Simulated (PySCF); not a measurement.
# C₂H₇F₂NSi: electronic excitations and core binding energies

What electronic excitations and core binding energies should C₂H₇F₂NSi (`CC[Si](N)(F)F`) show?

Computed with PySCF 2.14.0, with density-fitted response routines of our own, on a single molecule in the gas phase. Atoms are numbered from 0 throughout.

### Step 1. The starting structure

13 atoms, charge 0, multiplicity 1; geometry from: GFN2-xTB.

Bonds of the start (Å): C0–C1 1.53, C1–Si2 1.88, Si2–N3 1.70, Si2–F4 1.60, Si2–F5 1.61, C0–H6 1.09, C0–H7 1.09, C0–H8 1.09, C1–H9 1.09, C1–H10 1.09, N3–H11 1.01, N3–H12 1.00.

### Step 2. Ultraviolet spectrum: wB97X-D/def2-SVPD

The job: settings as JSON, then the geometry in Å.

```
{"job": {"kind": "uv", "xc": "wB97X-D", "basis": "def2-SVPD", "nstates": 8, "ntriplets": 3}, "charge": 0, "multiplicity": 1}
C     -1.438099     0.938707    -0.149555
C     -0.966155    -0.504082     0.025062
Si     0.861054    -0.746469    -0.365741
N      1.875296     0.322379     0.490820
F      1.206370    -0.521870    -1.913541
F      1.247081    -2.304905    -0.206993
H     -2.500622     1.023996     0.068943
H     -0.894875     1.603166     0.517127
H     -1.269333     1.273427    -1.169557
H     -1.177493    -0.826946     1.045719
H     -1.558247    -1.150893    -0.625407
H      2.831269     0.443061     0.199162
H      1.779366     0.450915     1.482488
```

Method: TDDFT wB97X-D/def2-SVPD, vertical, gas phase, core orbitals frozen in the response.

Run with:

```console
> OMP_NUM_THREADS=1 python probes_run.py task.json out
```

One launch serves the whole session: the jobs run in the order shown.

Standard output:

```text
coarse grid: 11376 points
cycle   1  E = -623.9309584840  dE =  4.819e-01  |g| = 7.323e-01  |ddm| = 4.607e+00
cycle   2  E = -623.9345267463  dE = -3.568e-03  |g| = 7.910e-01  |ddm| = 1.790e+00
cycle   3  E = -624.0313746711  dE = -9.685e-02  |g| = 5.421e-02  |ddm| = 5.978e-01
cycle   4  E = -624.0318806566  dE = -5.060e-04  |g| = 2.649e-02  |ddm| = 9.327e-02
cycle   5  E = -624.0320396843  dE = -1.590e-04  |g| = 6.131e-03  |ddm| = 5.981e-02
cycle   6  E = -624.0320478688  dE = -8.184e-06  |g| = 1.539e-03  |ddm| = 1.566e-02
final grid: 106152 points
cycle   7  E = -624.1111396257  dE = -9.769e-05  |g| = 9.729e-03  |ddm| = 1.312e-01
cycle   8  E = -624.1111373339  dE =  2.292e-06  |g| = 1.110e-02  |ddm| = 2.645e-02
cycle   9  E = -624.1111584230  dE = -2.109e-05  |g| = 4.697e-04  |ddm| = 8.757e-03
cycle  10  E = -624.1111584835  dE = -6.054e-08  |g| = 3.311e-04  |ddm| = 2.303e-03
cycle  11  E = -624.1111585068  dE = -2.328e-08  |g| = 5.626e-05  |ddm| = 6.386e-04
cycle  12  E = -624.1111585076  dE = -8.474e-10  |g| = 1.994e-05  |ddm| = 1.394e-04
converged SCF energy = -624.1111585076

Static polarisability (au): isotropic 55.223, principal 50.277 54.849 60.544

Singlet excitations
state   eV       nm        f      main configurations
  1   7.4027    167.5   0.05591   H->L 0.83
  2   8.6983    142.5   0.02152   H-1->L 0.83
  3   8.7428    141.8   0.02018   H->L+3 0.38, H->L+4 0.33, H->L+1 0.08
  4   9.0623    136.8   0.00523   H->L+3 0.37, H->L+4 0.25, H->L+5 0.17
  5   9.3921    132.0   0.04143   H-1->L+1 0.48, H-1->L+3 0.19, H->L+1 0.12
  6   9.4789    130.8   0.00599   H->L+2 0.54, H->L 0.10
  7   9.5741    129.5   0.07820   H->L+1 0.46, H->L+2 0.14, H-1->L+1 0.09
  8   9.7069    127.7   0.00432   H-2->L 0.67, H-2->L+1 0.17

Triplet excitations (Tamm-Dancoff, eV): 7.1026 8.4298 8.4996
```

Wall time 30 s (1 thread of Arm Neoverse V2, shared host); peak memory 0.75 GiB.

The orbitals next to the gap, with their largest atomic shares:

```csv
orbital,eV,atoms
HOMO−3,-12.59,"C0 35 %, C1 33 %, F5 7 %"
HOMO−2,-12.06,"C0 28 %, C1 25 %, H7 12 %"
HOMO−1,-10.98,"C1 32 %, Si2 16 %, C0 15 %"
HOMO,-10.25,"N3 71 %, Si2 7 %, H12 7 %"
LUMO,1.88,"Si2 30 %, H12 12 %, N3 10 %"
LUMO+1,2.77,"C0 26 %, H6 16 %, Si2 8 %"
LUMO+2,3.14,"H10 13 %, C1 12 %, F5 12 %"
```

With each of the 8 states as a Gaussian band of 0.4 eV half-width at 1/e, the curve within the window shown has maxima at 168 nm (ε 2,300), 131 nm (ε 5,100) L/(mol cm). Beyond the last state computed it falls off for lack of states. The curve at chosen wavelengths:

| nm | ε (L/mol/cm) |
| --- | --- |
| 124 | 1283 |
| 126 | 2703 |
| 129 | 4767 |
| 131 | 5069 |
| 133 | 4399 |
| 136 | 2907 |
| 138 | 2325 |
| 140 | 2097 |
| 143 | 1841 |
| 145 | 1497 |
| 147 | 1064 |
| 150 | 507 |
| 152 | 307 |
| 154 | 266 |
| 156 | 385 |
| 159 | 842 |
| 161 | 1278 |
| 163 | 1726 |
| 166 | 2194 |
| 168 | 2259 |
| 170 | 2113 |
| 173 | 1618 |
| 175 | 1223 |
| 177 | 858 |
| 180 | 443 |
| 182 | 264 |

Further results of this job:

```
           property  computed
  dipole moment (D)      2.87
polarisability (Å³)      8.18
 HOMO–LUMO gap (eV)     12.13
      −ε(HOMO) (eV)     10.25
```

### Step 3. Core holes by ΔSCF: SCAN, X2C

The job, as its differences from that of step 2:

```diff
@@ -1,2 +1,2 @@
-{"job": {"kind": "uv", "xc": "wB97X-D", "basis": "def2-SVPD", "nstates": 8, "ntriplets": 3}, "charge": 0, "multiplicity": 1}
+{"job": {"kind": "xps"}, "charge": 0, "multiplicity": 1}
 C     -1.438099     0.938707    -0.149555
```

Level: delta-SCF UKS SCAN, pcX-2 on the ionised atom, pcseg-1 elsewhere, spin-free X2C.

Standard output:

```text
ground state, core basis on atom 0 (C), 154 functions
  cycle   1  E = -624.99379490  |g| = 8.54e-01
  cycle   2  E = -624.82678943  |g| = 1.30e+00
  cycle   3  E = -625.13367331  |g| = 1.13e-01
  cycle   4  E = -625.13584558  |g| = 4.27e-02
  cycle   5  E = -625.13623362  |g| = 8.89e-03
  cycle   6  E = -625.13624732  |g| = 4.76e-03
  cycle   7  E = -625.13625218  |g| = 8.54e-04
  cycle   8  E = -625.13625416  |g| = 3.85e-04
  E(ground) = -625.16677493 Eh
hole in C 1s of atom 0
  cycle   1  E = -613.89338394  |g| = 1.50e+00
  cycle   2  E = -613.38156565  |g| = 1.71e+00
  cycle   3  E = -614.41196789  |g| = 3.07e-01
  cycle   4  E = -614.44361891  |g| = 1.16e-01
  cycle   5  E = -614.44721333  |g| = 5.32e-02
  cycle   6  E = -614.44807569  |g| = 1.28e-02
  cycle   7  E = -614.44812247  |g| = 7.93e-03
  cycle   8  E = -614.44815016  |g| = 2.17e-03
  cycle   9  E = -614.44815287  |g| = 1.19e-03
  cycle  10  E = -614.44815353  |g| = 5.32e-04
  cycle  11  E = -614.44815413  |g| = 9.67e-05
  E(ion) = -614.47833879 Eh   <S^2> = 0.7679   hole on atom = 1.000   binding energy = 290.847 eV
ground state, core basis on atom 1 (C), 154 functions
  cycle   1  E = -625.13797648  |g| = 5.90e-02
  cycle   2  E = -625.13791933  |g| = 2.61e-02
  cycle   3  E = -625.13798193  |g| = 2.07e-02
  cycle   4  E = -625.13808492  |g| = 1.42e-03
  cycle   5  E = -625.13808697  |g| = 3.60e-04
  E(ground) = -625.16865044 Eh
hole in C 1s of atom 1
  cycle   1  E = -613.89029052  |g| = 1.51e+00
  cycle   2  E = -613.26103938  |g| = 1.80e+00
  cycle   3  E = -614.40852395  |g| = 3.57e-01
  cycle   4  E = -614.44328755  |g| = 2.07e-01
  cycle   5  E = -614.45667199  |g| = 4.90e-02
  cycle   6  E = -614.45731207  |g| = 1.73e-02
  cycle   7  E = -614.45741273  |g| = 8.82e-03
  cycle   8  E = -614.45744818  |g| = 2.18e-03
  cycle   9  E = -614.45745147  |g| = 1.21e-03
  cycle  10  E = -614.45745275  |g| = 6.96e-04
  cycle  11  E = -614.45745229  |g| = 3.11e-04
  E(ion) = -614.48755668 Eh   <S^2> = 0.7680   hole on atom = 1.000   binding energy = 290.647 eV
ground state, core basis on atom 2 (Si), 165 functions
  cycle   1  E = -625.25616222  |g| = 2.93e-01
  cycle   2  E = -625.25626249  |g| = 6.95e-02
  cycle   3  E = -625.25622038  |g| = 6.56e-02
  cycle   4  E = -625.25688054  |g| = 1.73e-02
  cycle   5  E = -625.25692454  |g| = 1.87e-03
  cycle   6  E = -625.25692342  |g| = 4.35e-04
  E(ground) = -625.24529484 Eh
hole in Si 1s of atom 2
  cycle   1  E = -556.27375189  |g| = 4.35e+00
  cycle   2  E = -556.31578309  |g| = 2.22e+00
  cycle   3  E = -556.83767617  |g| = 1.02e+00
  cycle   4  E = -557.26965541  |g| = 3.45e-01
  cycle   5  E = -557.30013219  |g| = 1.28e-01
  cycle   6  E = -557.30645299  |g| = 4.60e-02
  cycle   7  E = -557.30713983  |g| = 2.09e-02
  cycle   8  E = -557.30731941  |g| = 6.26e-03
  cycle   9  E = -557.30733535  |g| = 2.41e-03
  cycle  10  E = -557.30733602  |g| = 8.98e-04
  cycle  11  E = -557.30733747  |g| = 3.08e-04
  E(ion) = -557.30513527 Eh   <S^2> = 0.7520   hole on atom = 1.000   binding energy = 1848.746 eV
hole in Si 2p of atom 2
  cycle   1  E = -620.94296959  |g| = 1.24e+00
  cycle   2  E = -620.77378382  |g| = 1.20e+00
  cycle   3  E = -621.18358747  |g| = 4.12e-01
  cycle   4  E = -621.24818595  |g| = 1.08e-01
  cycle   5  E = -621.25100512  |g| = 4.53e-02
  cycle   6  E = -621.25181757  |g| = 1.80e-02
  cycle   7  E = -621.25194425  |g| = 5.97e-03
  cycle   8  E = -621.25195727  |g| = 2.47e-03
  cycle   9  E = -621.25196112  |g| = 4.24e-04
  E(ion) = -621.25194593 Eh   <S^2> = 0.7516   hole on atom = 1.003   binding energy = 108.665 eV
  2p3/2 = 108.507 eV   2p1/2 = 109.136 eV
ground state, core basis on atom 3 (N), 154 functions
  cycle   1  E = -625.15186326  |g| = 8.12e-02
  cycle   2  E = -625.15171980  |g| = 4.81e-02
  cycle   3  E = -625.15191654  |g| = 3.65e-02
  cycle   4  E = -625.15212935  |g| = 4.67e-03
  cycle   5  E = -625.15213365  |g| = 1.06e-03
  cycle   6  E = -625.15213513  |g| = 3.76e-04
  E(ground) = -625.18061072 Eh
hole in N 1s of atom 3
  cycle   1  E = -609.56817259  |g| = 1.86e+00
  cycle   2  E = -609.11250640  |g| = 1.95e+00
  cycle   3  E = -610.21364666  |g| = 3.75e-01
  cycle   4  E = -610.23894332  |g| = 2.41e-01
  cycle   5  E = -610.25768880  |g| = 4.23e-02
  cycle   6  E = -610.25806531  |g| = 2.17e-02
  cycle   7  E = -610.25829883  |g| = 3.80e-03
  cycle   8  E = -610.25830551  |g| = 2.10e-03
  cycle   9  E = -610.25830690  |g| = 1.11e-03
  cycle  10  E = -610.25830843  |g| = 2.30e-04
  E(ion) = -610.28668294 Eh   <S^2> = 0.7637   hole on atom = 1.000   binding energy = 405.284 eV
ground state, core basis on atom 4 (F), 154 functions
  cycle   1  E = -625.18425729  |g| = 1.24e-01
  cycle   2  E = -625.18362897  |g| = 8.93e-02
  cycle   3  E = -625.18410385  |g| = 6.51e-02
  cycle   4  E = -625.18463814  |g| = 5.14e-03
  cycle   5  E = -625.18464387  |g| = 1.55e-03
  cycle   6  E = -625.18464457  |g| = 2.73e-04
  E(ground) = -625.21638361 Eh
hole in F 1s of atom 4
  cycle   1  E = -598.84767614  |g| = 2.58e+00
  cycle   2  E = -598.85784918  |g| = 2.09e+00
  cycle   3  E = -599.70229021  |g| = 3.16e-01
  cycle   4  E = -599.71089632  |g| = 2.41e-01
  cycle   5  E = -599.73156578  |g| = 3.95e-02
  cycle   6  E = -599.73178543  |g| = 2.59e-02
  cycle   7  E = -599.73209121  |g| = 3.51e-03
  cycle   8  E = -599.73209467  |g| = 2.03e-03
  cycle   9  E = -599.73209681  |g| = 5.92e-04
  cycle  10  E = -599.73209649  |g| = 1.64e-04
  E(ion) = -599.77080849 Eh   <S^2> = 0.7565   hole on atom = 1.000   binding energy = 692.409 eV
```

It took 36 s on 1 thread of Arm Neoverse V2, shared host; peak memory 0.56 GiB.

Binding energies by hole, beside the orbital energy of the ground state; the difference holds orbital relaxation and, for a density functional, its self-interaction error:

| hole | stands for | environment | ΔSCF (eV; 2p as the shell's mean) | −ε (eV) | ⟨S²⟩ |
| --- | --- | --- | --- | --- | --- |
| C1s on C0 | C0 | methyl carbon | 290.85 | 273.6 | 0.768 |
| C1s on C1 | C1 | sp3 CH2 bonded to Si | 290.65 | 273.7 | 0.768 |
| Si1s on Si2 | Si2 | silicon bonded to C, 2 F, N | 1848.75 | 1794.9 | 0.752 |
| Si2p on Si2 | Si2 | silicon bonded to C, 2 F, N | 108.72 | 97.5 | 0.752 |
| N1s on N3 | N3 | nitrogen bonded to Si, 2 H | 405.28 | 385.9 | 0.764 |
| F1s on F4 | F4, F5 | fluorine bonded to Si | 692.41 | 666.2 | 0.756 |

Each hole run stands for the others of its class of like atoms.

With the spin-orbit splitting: Si2 2p3/2 108.51, 2p1/2 109.14 eV. The table gives each 2p level as the mean over the whole 2p shell (two parts 2p3/2, one part 2p1/2), which differs a little from the single hole in the log.

### Step 4. Outcome

| quantity | value |
| --- | --- |
| lowest singlet (wB97X-D/def2-SVPD) | 7.40 eV (167 nm), f = 0.056 |
| brightest single state of those computed | state 7, 9.57 eV, f = 0.078 |
| lowest triplet | 7.10 eV |
| C1s binding energies, SCAN/pcX-2 | C0 290.85, C1 290.65 eV |
| Si1s binding energies, SCAN/pcX-2 | Si2 1848.75 eV |
| Si2p binding energies, SCAN/pcX-2 | Si2 108.72 eV |
| N1s binding energies, SCAN/pcX-2 | N3 405.28 eV |
| F1s binding energies, SCAN/pcX-2 | F4 692.41 eV |

The first singlet state (HOMO→LUMO 0.83) lies at 7.40 eV and is bright; of the 8 states computed, the strongest absorption comes from state 7 at 9.57 eV. The lowest triplet lies 0.30 eV below the lowest singlet (triplets in Tamm-Dancoff, singlets in full TDDFT). C0 (methyl carbon) binds its C1s electron 0.20 eV more tightly than C1 (sp3 CH2 bonded to Si).
